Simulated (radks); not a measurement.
# Spin polarisation of the 3p shell in Si⁺

The task here is to estimate one member of a computed series from the others.

Program: radks (a radial shooting solver on a logarithmic mesh, Libxc functionals) version 1. Level of theory: scalar-relativistic Kohn-Sham, PBE, spin-polarised, spherical densities, finite nucleus. These are calculated values, not measurements, unless marked.

### Starting point

```
element            : silicon (Z = 14)
charge             : +1
electrons          : 13
configuration      : [Ne] 3s2 3p(up 0.5, down 0.5)
nuclear rms radius : 3.1224 fm
```

A shell typed twice in an input gives spin up, then spin down.

The first run:

Settings of this run:

```text
Z 14
configuration [Ne] 3s2 3p0.5 3p0.5
relativity scalar-relativistic
functional pbe,pbe
spin polarised
nucleus finite rms 3.1224 fm
c 137.035999084
```

Steps of the session up to this table: No moment.

One of the session's tables, all rows but one given; the rest of the session is left out.

It belongs to the step «No moment». Sizes of the orbitals, from the radial functions (bohr):

| level | <r> | outermost maximum (interpolated) | 90 % within | nodes |
| --- | --- | --- | --- | --- |
| 1s | ? | ? | ? | ? |
| 2s | 0.5677 | 0.454 | 0.895 | 1 |
| 2p | 0.5372 | 0.388 | 0.903 | 0 |
| 3s | 2.057 | 1.75 | 3.10 | 2 |
| 3p | 2.458 | 2.03 | 3.79 | 1 |

Q: Estimate the row for 1s from the others.

**Answer.** <r>: 0.1113; outermost maximum (interpolated): 0.0726; 90 % within: 0.199; nodes: 0. In the column «<r>» it is the lowest.
